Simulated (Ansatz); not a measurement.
# CaB2 under changes of volume

One of the cells (12.223 Å³/atom); the others are scaled copies at fixed shape and fractional positions:

```
Ca B
1.0
     3.22643    0.00000    0.00000
    -1.61322    2.79417    0.00000
     0.00000    0.00000    4.06739
Ca B
1 2
Direct
  0.00000 0.00000 0.00000
  0.66667 0.33333 0.50000
  0.33333 0.66667 0.50000
```

The cell comes from a database or a generator and needn't be the stable form of this composition.

* Program: Ansatz 0.2.0
* Functional: PBE
* Potentials or basis: Ansatz PAW
* Cutoff: 420 eV (not typed: the program's choice for these potentials)
* k mesh: 9 × 9 × 7
* Occupations: fermi-dirac, width 0.05 eV
* Spin: no spin polarisation

| volume (Å³/atom) | energy over the lowest point (meV/atom) | pressure (GPa) |
| --- | --- | --- |
| 11.489 | 16.46 | 7.9 |
| 11.734 | 6.71 | 4.9 |
| 11.978 | 1.34 | 2.1 |
| 12.223 | 0.00 | -0.4 |
| 12.467 | 2.31 | -2.7 |
| 12.712 | ? | ? |
| 12.956 | 16.64 | -6.6 |

Q: What does the run at 12.712 Å³/atom give?

A: Energy over the lowest point 7.96 meV/atom; pressure -4.7 GPa.

Worked out: A Birch-Murnaghan fit of order 3 (a polynomial in V^(-2/3)) to the other rows has its minimum at 12.19 Å³/atom with B0 = V·E''(V) = 121 GPa and B' = 3.5 at fixed shape and positions, which overstates the stiffness. It gives 7.96 meV/atom at 12.712 Å³/atom, against the run's 7.96, and -dE/dV = -4.7 GPa, against -4.7.

Energies are extrapolated to zero smearing.
